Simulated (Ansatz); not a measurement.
# UCAM-B3LYP/def2-SVPD run of CF3 (trifluoromethyl radical)

What is the electronic atomisation energy of CF3 (trifluoromethyl radical) at UCAM-B3LYP/def2-SVPD? 

The results are computed with Ansatz 0.2.0.

32 further runs of the same task are left out: 32 set aside as unsound or not needed.

### Step 1. Starting point

CF3: 4 atoms, total charge 0, spin state doublet. SMILES: `F[C](F)F`. Geometry: relaxed at PBE0-D4/def2-TZVP.

Bond lengths: F1–C2 1.313 Å, C2–F3 1.313 Å, C2–F4 1.313 Å. Angles: F1–C2–F3 111.4°, F1–C2–F4 111.4°, F3–C2–F4 111.4°.

### Step 2. A single-point energy at UCAM-B3LYP/def2-SVPD

run.yaml reads:

```yaml
crystal:
  periodic: [false, false, false]
  atoms:
    - {symbol: F, position_ang: [-1.227500, 0.024900, 0.265400]}
    - {symbol: C, position_ang: [-0.039500, -0.059500, -0.286700]}
    - {symbol: F, position_ang: [0.658900, -1.044900, 0.227300]}
    - {symbol: F, position_ang: [0.608100, 1.079500, -0.205900]}
basis:
  gaussian:
    orbitals: def2-SVPD
hamiltonian:
  xc: {name: CAM-B3LYP}
magnetization:
  spin_polarized: true
  initial_magnetization: 1
output: {orbitals: {seedname: orbitals}}
accuracy: high
```

Launch:

```bash
$ ansatz run run.yaml --threads 1 --pin off --max-ram 3480MiB --events-out events.jsonl --progress --plain --runs-dir runs
```

Standard output:

```text
Warning: RAYON_NUM_THREADS=1 ignored (pool sized by the plan → 1); use --threads N
Functional definition: CAM-B3LYP
  name "CAM-B3LYP"
  parameter alpha = 0.19
  parameter beta = 0.46
  parameter omega = 0.33/bohr
  parameter ac = 0.81
  exchange = (1 - alpha - beta)*b88_x + beta*b88_x_sr(omega) + alpha*exact_x + beta*exact_x_lr(omega)
  correlation = (1 - ac)*vwn5_c + ac*lyp_c
1772 factors; integrals over basis functions are off by at most 3.1e-9 eV
392 factors; integrals over basis functions are off by at most 1.4e-9 eV
mean field evaluation 1: about -9174.5712 eV, gradient 2.7e1 eV
mean field evaluation 2: about -9173.7247 eV, gradient 3.3e1 eV
mean field evaluation 4: about -9176.8549 eV, gradient 4.1e-1 eV
mean field evaluation 8: about -9176.9676 eV, gradient 1.5e-2 eV
mean field evaluation 16: about -9176.9676 eV, gradient 9.1e-6 eV
mean field -9176.96762124 eV, -337.2473397086 hartree, gradient 1.5e-8 eV, S^2 0.751674; 0 other end points of the search recorded, 0 dependent functions left out
reference -9176.96763682 eV, -337.2473402809 hartree; 17, 16 occupied and 72, 73 virtual orbitals, 1772 factors
Total energy: -9176.96763682 eV, -337.2473402809 hartree
```

Wall time 8.4 s (1 thread of Arm Neoverse V1, shared host); peak memory 0.37 GiB.

### Step 3. The C atom

run.yaml reads:

```yaml
crystal:
  periodic: [false, false, false]
  atoms:
    - {symbol: C, position_ang: [0.000000, 0.000000, 0.000000]}
basis:
  gaussian: {orbitals: def2-SVPD}
magnetization: {spin_polarized: true, initial_magnetization: 2}
hamiltonian: {xc: {name: CAM-B3LYP}}
accuracy: high
```

Launch:

```bash
$ ansatz run run.yaml --threads 1 --pin off --max-ram 3480MiB --events-out events.jsonl --progress --plain --runs-dir runs
```

Standard output:

```text
Warning: RAYON_NUM_THREADS=1 ignored (pool sized by the plan → 1); use --threads N
Functional definition: CAM-B3LYP
  name "CAM-B3LYP"
  parameter alpha = 0.19
  parameter beta = 0.46
  parameter omega = 0.33/bohr
  parameter ac = 0.81
  exchange = (1 - alpha - beta)*b88_x + beta*b88_x_sr(omega) + alpha*exact_x + beta*exact_x_lr(omega)
  correlation = (1 - ac)*vwn5_c + ac*lyp_c
163 factors; integrals over basis functions are off by at most 3.2e-9 eV
94 factors; integrals over basis functions are off by at most 1.0e-9 eV
mean field evaluation 1: about -1028.3177 eV, gradient 3.2e0 eV
mean field evaluation 2: about -1028.3818 eV, gradient 6.4e-1 eV
mean field evaluation 4: about -1028.3860 eV, gradient 1.6e-1 eV
mean field evaluation 8: about -1028.3862 eV, gradient 9.0e-5 eV
mean field -1028.38615717 eV, -37.7924942110 hartree, gradient 1.3e-8 eV, S^2 2.003702; 0 other end points of the search recorded, 0 dependent functions left out
reference -1028.38616890 eV, -37.7924946419 hartree; 4, 2 occupied and 16, 18 virtual orbitals, 163 factors
Total energy: -1028.38616890 eV, -37.7924946419 hartree
```

Wall time 0.4 s (1 thread of Arm Neoverse V1, shared host).

### Step 4. The F atom, same level

job.yaml reads:

```yaml
crystal:
  periodic: [false, false, false]
  atoms:
    - symbol: F
      position_ang: [0.000000, 0.000000, 0.000000]
basis:
  gaussian:
    orbitals: def2-SVPD
magnetization:
  spin_polarized: true
  initial_magnetization: 1
hamiltonian:
  xc: {name: CAM-B3LYP}
accuracy: high
```

Run the same way, it converges to -99.62981 Eh (log not shown).

### Step 5. Summary of results

Level: UCAM-B3LYP/def2-SVPD.

```
                                    quantity          value
                      molecule: total energy  -337.24734 Eh
molecule: HOMO energy (highest over α and β)       -9.61 eV
 molecule: LUMO energy (lowest over α and β)       -1.65 eV
                              molecule: ⟨S²⟩          0.752
                        C atom: total energy   -37.79249 Eh
                                C atom: ⟨S²⟩          2.004
                        F atom: total energy   -99.62981 Eh
                                F atom: ⟨S²⟩          0.752
               electronic atomisation energy      15.386 eV
```

Taking the molecule apart into free atoms costs 15.39 eV (1485 kJ/mol), before zero-point energy and without spin-orbit coupling.
